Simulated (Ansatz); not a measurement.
# MnF2: the cost of one run

Computed with Ansatz 0.2.0 (DFT r2SCAN, PAW, plane waves, scalar-relativistic, unless a step's input says otherwise).

## 1. The starting structure

It takes space group P4_2/mnm (No. 136, tetragonal). Conventional cell: a = 4.851 Å, b = 4.851 Å, c = 3.304 Å, α = 90.00°, β = 90.00°, γ = 90.00°. Around F (site symmetry m2m) lie 3 Mn at 2.09 to 2.13 Å. Mn (site symmetry mmm) is surrounded by 6 F at 2.09 to 2.13 Å.

As a file:

```cif
data_structure
_symmetry_space_group_name_H-M 'P4_2/mnm'
_symmetry_Int_Tables_number 136
_cell_length_a 4.8509
_cell_length_b 4.8509
_cell_length_c 3.3043
_cell_angle_alpha 90.000
_cell_angle_beta 90.000
_cell_angle_gamma 90.000
_cell_volume 77.75
loop_
_atom_site_label
_atom_site_type_symbol
_atom_site_symmetry_multiplicity
_atom_site_Wyckoff_symbol
_atom_site_fract_x
_atom_site_fract_y
_atom_site_fract_z
_atom_site_occupancy
F1 F 4 f 0.30460 0.30460 0.00000 1
Mn1 Mn 2 a 0.00000 0.00000 0.00000 1
```

Labels such as Mn6 number the atoms in the order of the input file.

Known so far: 8 plain starts ended in 5 states. The lowest came from “opposed moments +-, plain SCF [Mn5 4.50, Mn6 -4.50 μB]”: antiferromagnetic, site moments Mn5 4.21, Mn6 -4.21 μB, total 0.00 μB per cell, a gap of 2.98 eV on the k-mesh, free energy -11052.7786 eV.

Runs to come: parallel moments, default search for lower states; opposed moments +-, default search for lower states; the moments typed in its input, symmetry off, plain SCF; the moments typed in its input, standard search for lower states; the moments typed in its input, symmetry off, default search.

“Plain SCF” means no search for lower states. The default search lets the program follow hints of a lower state (another filling of open shells, a soft direction), where it sees any. The standard and full searches may also try other magnetic orders and fillings, and need not reach the lowest state. With a search on, the program may also reshape the start on open shells. 

The total moment includes the space between the atomic spheres.

## 2. Parallel moments, default search for lower states

input.yaml

```yaml
crystal:
  lattice:
    - [4.8509, 0.0, 0.0]
    - [0.0, 4.8509, 0.0]
    - [0.0, 0.0, 3.3043]
  atoms:
    - { symbol: F, position: [0.3046, 0.3046, 0.0] }
    - { symbol: F, position: [0.1954, 0.8046, 0.5] }
    - { symbol: F, position: [0.6954, 0.6954, 0.0] }
    - { symbol: F, position: [0.8046, 0.1954, 0.5] }
    - { symbol: Mn, position: [0.0, 0.0, 0.0], spin: 4.5 }
    - { symbol: Mn, position: [0.5, 0.5, 0.5], spin: 4.5 }
magnetization:
  spin_polarized: true
hamiltonian:
  xc: r2scan
  pseudopotentials: { kind: paw }
basis:
  ecutwfc: 500
kpoints:
  mp_grid: { grid: [4, 4, 6] }
scf:
  occupations: { method: fermi_dirac, width: 0.03 }
output:
  forces: true
  stress: true
```

Command:

```bash
$ ansatz run input.yaml --threads 2 --pin off --max-ram 5120MiB --backend cpu --events-out ev --progress --plain --runs-dir out
```

What time and memory should one allow on 2 threads of Arm Neoverse N1, shared host?

About 32 s, with a peak of 0.59 GiB.
